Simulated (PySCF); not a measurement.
# C3H8AlBr: the cost of one run

Programs: PySCF 2.14.0, with density-fitted response routines of our own. Each step states its level of theory. These are calculated values for one molecule in the gas phase, unless marked as measured. Atoms are numbered from 0 throughout.

**1. Starting geometry**

13 atoms, charge 0, multiplicity 1; geometry from: GFN2-xTB. The atoms were then displaced at random by about 0.01 Å, so the start is not that level's minimum.

Bonds of the start (Å): C0–C1 1.54, C1–C2 1.55, C1–Al3 2.05, Al3–Br4 2.23, C0–H5 1.06, C0–H6 1.10, C0–H7 1.10, C1–H8 1.10, C2–H9 1.09, C2–H10 1.11, C2–H11 1.06, Al3–H12 1.51.

**2. Optimising the geometry at PBE0-D3(BJ)/def2-SVP**

What the job is given:

```
{"job": {"xc": "PBE0", "basis": "def2-SVP", "d3": "d3bj", "grid": 1, "shake": 0.01, "kind": "geom"}, "charge": 0, "multiplicity": 1}
C     -0.245260    -0.742340    -1.260940
C     -0.317230    -0.340510     0.226050
C     -0.983960     1.051200     0.365380
Al     1.558310    -0.367830     1.045780
Br     3.210040     0.940260     0.330600
H      0.096600    -1.731460    -1.397680
H      0.405440    -0.046590    -1.815190
H     -1.242790    -0.643550    -1.717690
H     -0.967770    -1.058850     0.755450
H     -0.343910     1.820650    -0.076940
H     -1.108080     1.307580     1.434540
H     -1.933710     1.077670    -0.106630
H      1.878140    -1.283110     2.206930
```

On the command line:

```console
$ OMP_NUM_THREADS=1 python probes_run.py task.json out
```

One launch serves the whole session: the jobs run in the order shown.

**Question.** How long does this first job take on 1 thread of Arm Neoverse V1, shared host, and how much memory does it need?

About 61 s, with a peak of 0.52 GiB.
